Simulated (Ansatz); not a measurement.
**C₂H₇BO: a ladder of functionals and wavefunction methods**

The task here is to estimate one member of a computed series from the others.

Method: functionals in def2-TZVPP, the program's frozen cores in correlated methods; program: Ansatz 0.2.0, Gaussian basis.

The runs, in order: LDA (SPW92), PBE-D4, revPBE-D4, BLYP-D4, r2SCAN-D4, B97M-V, PBE0-D4, B3LYP-D4, r2SCANh-D4, r2SCAN0-D4, HSE06-D4, BHLYP-D4, CAM-B3LYP-D4, LC-ωPBE, ωB97X-V, ωB97M-V, B2PLYP, PBE-QIDH; CCSD(T)/def2-SVP; CCSD(T)/def2-TZVPP; MP2/def2-QZVPP; extrapolation to the limit; RPA on PBE.

## Structure used throughout

An earlier PBE0-D4 in a triple-zeta def2 set relaxation fixed the geometry.

SMILES `CBCO`, 11 atoms, charge 0, spin multiplicity 1.

Atoms are counted from 1 here; the program's logs count them from 0.

Bond lengths: C1–B2 1.556 Å, C1–H5 1.097 Å, C1–H6 1.092 Å, C1–H7 1.097 Å, B2–C3 1.553 Å, B2–H8 1.207 Å, C3–O4 1.414 Å, C3–H9 1.104 Å, C3–H10 1.104 Å, O4–H11 0.959 Å. Angles: B2–C1–H5 109.8°, B2–C1–H6 115.2°, B2–C1–H7 109.6°, H5–C1–H6 108.6°, H5–C1–H7 104.6°, H6–C1–H7 108.5°, C1–B2–C3 122.1°, C1–B2–H8 119.1°, C3–B2–H8 118.8°, B2–C3–O4 118.7°, B2–C3–H9 107.4°, B2–C3–H10 107.4°, O4–C3–H9 109.3°, O4–C3–H10 109.3°, H9–C3–H10 103.6°, C3–O4–H11 107.8°.

The first run:

Contents of in.yaml:

```yaml
crystal:
  periodic: [false, false, false]
  atoms:
    - {symbol: C, position_ang: [-0.515054, 1.495398, 0.243096]}
    - {symbol: B, position_ang: [-0.207254, 0.127332, -0.430354]}
    - {symbol: C, position_ang: [0.530879, -1.014406, 0.320361]}
    - {symbol: O, position_ang: [0.775758, -2.228291, -0.362775]}
    - {symbol: H, position_ang: [-1.593199, 1.693086, 0.205680]}
    - {symbol: H, position_ang: [-0.179505, 1.589913, 1.278047]}
    - {symbol: H, position_ang: [-0.064680, 2.304651, -0.344730]}
    - {symbol: H, position_ang: [-0.550994, -0.054941, -1.573278]}
    - {symbol: H, position_ang: [-0.037293, -1.223058, 1.244120]}
    - {symbol: H, position_ang: [1.486914, -0.603462, 0.690103]}
    - {symbol: H, position_ang: [0.419827, -2.143123, -1.249673]}
basis:
  gaussian: {orbitals: def2-TZVPP}
hamiltonian: {xc: lda}
output: {orbitals: {seedname: orbitals}}
```

Command:

```sh
> ansatz run in.yaml --threads 2 --pin off --events-out ev --progress --plain --max-ram 4352MiB
```

Among the steps run: LDA; PBE-D4 (GGA); revPBE-D4 (GGA); BLYP-D4 (GGA); r2SCAN-D4 (meta-GGA); B97M-V (meta-GGA); PBE0-D4 (hybrid); B3LYP-D4 (hybrid); r2SCANh-D4 (hybrid); r2SCAN0-D4 (hybrid); HSE06-D4 (hybrid); BHLYP-D4 (hybrid); CAM-B3LYP-D4 (range-separated); LC-ωPBE (range-separated); ωB97X-V (range-separated); ωB97M-V (range-separated); B2PLYP (double hybrid); PBE-QIDH (double hybrid).

One table of the session follows, with a row left open; its other results are not shown here.

It belongs to the step «Frontier levels by functional». 

| functional | HOMO (eV) | gap (eV) |
| --- | --- | --- |
| LDA (SPW92) | -6.25 | 4.00 |
| PBE-D4 | -6.12 | 4.12 |
| revPBE-D4 | -6.06 | 4.18 |
| BLYP-D4 | -6.04 | 4.17 |
| r2SCAN-D4 | -6.46 | 4.87 |
| B97M-V | -6.62 | 4.97 |
| PBE0-D4 | -7.80 | 6.81 |
| B3LYP-D4 | ? | ? |
| r2SCANh-D4 | -7.10 | 5.84 |
| r2SCAN0-D4 | -8.05 | 7.30 |
| HSE06-D4 | -7.39 | 6.01 |
| BHLYP-D4 | -9.43 | 9.47 |
| CAM-B3LYP-D4 | -9.29 | 9.39 |
| LC-ωPBE | -10.64 | 11.97 |
| ωB97X-V | -10.31 | 11.53 |
| ωB97M-V | -10.25 | 11.20 |

**Question.** Estimate the row for B3LYP-D4.

Worked estimate for «HOMO (eV)». Against the share of exact exchange, BLYP-D4 (0, -6.04), BHLYP-D4 (0.5, -9.43) give a slope of -6.78 per unit share; at 0.2 the line stands at -7.40.

As computed: HOMO (eV): -7.54; gap (eV): 6.31. In «HOMO (eV)» the line misses by +0.14.
